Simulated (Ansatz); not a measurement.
# AgF (SMILES [F][Ag]): one structure at several levels

An exercise on one series of results from a longer session: the logs are not shown, and one member is left open.

The runs use Ansatz 0.2.0, Gaussian basis; single points in def2-TZVPP.

Cores are frozen in the correlated methods. Filled d shells of the heavier atoms are correlated. Core potentials replace the inner electrons past krypton, and spin-orbit coupling is left out.

### Starting geometry

2 atoms, charge 0, spin multiplicity 1.

Atoms are counted from 1 here; the program's logs count them from 0.

Bond lengths: F1–Ag2 1.933 Å.

Coordinates:

```mol
AgF
  3D, bonds by distance, orders not assigned

  2  1  0  0  0  0  0  0  0  0999 V2000
    0.8565   -0.3081    0.4770 F   0  0
   -0.7468    0.3206   -0.4014 Ag  0  0
  1  2  8  0
M  END
```

Set-up of the first run:

Input file run/in.yaml:

```yaml
crystal:
  periodic: [false, false, false]
  atoms:
    - {symbol: F, position_ang: [0.856500, -0.308100, 0.477000]}
    - {symbol: Ag, position_ang: [-0.746800, 0.320600, -0.401400]}
basis:
  gaussian: {orbitals: def2-TZVPP}
correlation: {method: ccsd_t}
output: {forces: true}
```

The command line of these runs was not kept.

Steps of the session up to this table: CCSD(T)/def2-TZVPP; PBE0-D4/def2-TZVPP; wB97M-V/def2-TZVPP; r2SCAN-D4/def2-TZVPP; PBE-D4/def2-TZVPP; LC-wPBE/def2-TZVPP; SPW92/def2-TZVPP.

One table of the session follows, with a row left open; its other results are not shown here.

| method | RMS force component (eV/Å) | dipole (D) |
| --- | --- | --- |
| CCSD(T) | 0.488 | 5.80 |
| PBE0-D4 | 0.474 | 5.52 |
| wB97M-V | 0.581 | 5.73 |
| r2SCAN-D4 | ? | ? |
| PBE-D4 | 0.503 | 4.84 |
| LC-wPBE | 0.488 | 5.86 |
| SPW92 | 0.006 | 4.81 |

**Question.** Estimate the row for r2SCAN-D4.

As computed: RMS force component (eV/Å): 0.363; dipole (D): 5.19. In the column «RMS force component (eV/Å)» it lies between SPW92 (0.006) and PBE0-D4 (0.474).
